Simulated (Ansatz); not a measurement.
# SiNH5 (Si(NH2)H3): B3LYP/STO-3G

What is the electronic atomisation energy of SiNH5 (Si(NH2)H3) at B3LYP/STO-3G? 

Program for the calculation: Ansatz 0.2.0.

49 further runs of the same task are left out: 49 set aside as unsound or not needed.

## Step 1: The molecule

SiNH5: 7 atoms, total charge 0, spin state singlet. As SMILES, `[H][Si]([H])([H])N`. The shape is that of a GFN2-xTB optimisation.

Bond lengths: Si1–N2 1.723 Å, N2–H3 1.007 Å, N2–H4 1.007 Å, Si1–H5 1.460 Å, Si1–H6 1.461 Å, Si1–H7 1.472 Å. Angles: Si1–N2–H3 118.6°, Si1–N2–H4 118.6°, N2–Si1–H5 105.0°, N2–Si1–H6 105.1°, N2–Si1–H7 115.3°, H3–N2–H4 109.5°, H5–Si1–H6 113.3°, H5–Si1–H7 109.2°, H6–Si1–H7 109.1°.

## Step 2: A single-point energy at B3LYP/STO-3G

input.yaml

```yaml
crystal:
  periodic: [false, false, false]
  atoms:
    - {symbol: Si, position_ang: [-0.000690, 0.002380, -0.682990]}
    - {symbol: "N", position_ang: [0.090660, 0.178690, 1.028560]}
    - {symbol: H, position_ang: [0.707680, -0.428190, 1.543790]}
    - {symbol: H, position_ang: [-0.763660, 0.307400, 1.545850]}
    - {symbol: H, position_ang: [1.387750, -0.009920, -1.135540]}
    - {symbol: H, position_ang: [-0.747920, 1.169350, -1.146100]}
    - {symbol: H, position_ang: [-0.673820, -1.219710, -1.153570]}
basis:
  gaussian: {orbitals: STO-3G}
magnetization: {spin_polarized: false, initial_magnetization: 0}
hamiltonian: {xc: {name: B3LYP}}
accuracy: high
```

Run with:

```sh
$ ansatz run input.yaml --threads 1 --pin off --max-ram 2610MiB --events-out events.jsonl --progress --plain --runs-dir runs
```

The log of the run:

```text
Warning: RAYON_NUM_THREADS=1 ignored (pool sized by the plan → 1); use --threads N
Functional definition: B3LYP
  name "B3LYP"
  parameter a0 = 0.2
  parameter ax = 0.72
  parameter ac = 0.81
  exchange = (1 - a0 - ax)*slater_x + ax*b88_x + a0*exact_x
  correlation = (1 - ac)*vwn_rpa_c + ac*lyp_c
337 factors; integrals over basis functions are off by at most 8.3e-9 eV
mean field evaluation 1: about -9336.3201 eV, gradient 2.2e1 eV
mean field evaluation 2: about -9336.7225 eV, gradient 1.9e1 eV
mean field evaluation 4: about -9337.7867 eV, gradient 2.2e-1 eV
mean field evaluation 8: about -9337.7454 eV, gradient 3.6e-3 eV
mean field evaluation 16: about -9337.7454 eV, gradient 2.5e-8 eV
mean field -9337.74541269 eV, -343.1558145651 hartree, gradient 2.5e-8 eV, S^2 0.000000; 0 other end points of the search recorded, 0 dependent functions left out
reference -9337.74544117 eV, -343.1558156117 hartree; 13, 13 occupied and 6, 6 virtual orbitals, 337 factors
Total energy: -9337.74544117 eV, -343.1558156117 hartree
```

It took 1.1 s on 1 thread of Arm Neoverse V2, shared host; peak memory 0.099 GiB.

## Step 3: The H atom

input.yaml

```yaml
crystal:
  periodic: [false, false, false]
  atoms:
    - {symbol: H, position_ang: [0.000000, 0.000000, 0.000000]}
basis:
  gaussian: {orbitals: STO-3G}
magnetization: {spin_polarized: true, initial_magnetization: 1}
hamiltonian: {xc: {name: B3LYP}}
accuracy: high
```

Run with:

```sh
$ ansatz run input.yaml --threads 1 --pin off --max-ram 2610MiB --events-out events.jsonl --progress --plain --runs-dir runs
```

The log of the run (excerpt; [...] marks lines left out):

```text
Warning: RAYON_NUM_THREADS=1 ignored (pool sized by the plan → 1); use --threads N
[... 7 set-up lines as earlier in the session ...]
1 factors; integrals over basis functions are off by at most 4.6e-10 eV
mean field evaluation 1: about -12.7222 eV, gradient 0.0e0 eV
mean field evaluation 2: about -12.7222 eV, gradient 0.0e0 eV
mean field -12.72219657 eV, -0.4675321004 hartree, gradient 0.0e0 eV, S^2 0.750000; 0 other end points of the search recorded, 0 dependent functions left out
reference -12.72220983 eV, -0.4675325880 hartree; 1, 0 occupied and 0, 1 virtual orbitals, 1 factors
Total energy: -12.72220983 eV, -0.4675325880 hartree
```

Wall time 0.08 s (1 thread of Arm Neoverse V2, shared host).

## Step 4: The N atom at the same level

input.yaml

```yaml
crystal:
  periodic: [false, false, false]
  atoms:
    - {symbol: N, position_ang: [0.000000, 0.000000, 0.000000]}
basis:
  gaussian:
    orbitals: STO-3G
hamiltonian:
  xc: {name: B3LYP}
magnetization:
  spin_polarized: true
  initial_magnetization: 3
accuracy: high
```

Run the same way, it converges to -53.88620 Eh (log not shown).

## Step 5: The Si atom, same level

molecule.yaml

```yaml
crystal:
  periodic: [false, false, false]
  atoms:
    - {symbol: Si, position_ang: [0.000000, 0.000000, 0.000000]}
basis:
  gaussian:
    orbitals: STO-3G
magnetization:
  spin_polarized: true
  initial_magnetization: 2
hamiltonian:
  xc: {name: B3LYP}
accuracy: high
```

Run the same way, it converges to -285.94209 Eh (log not shown).

## Step 6: Outcome

Level: B3LYP/STO-3G.

```
                     quantity          value
       molecule: total energy  -343.15582 Eh
         H atom: total energy    -0.46753 Eh
                 H atom: ⟨S²⟩          0.750
         N atom: total energy   -53.88620 Eh
                 N atom: ⟨S²⟩          3.750
        Si atom: total energy  -285.94209 Eh
                Si atom: ⟨S²⟩          2.000
electronic atomisation energy      26.936 eV
```

In words: Taking the molecule apart into free atoms costs 26.94 eV (621 kcal/mol), before zero-point energy and without spin-orbit coupling. In a minimal basis such a difference can be off by several eV, whatever the method.
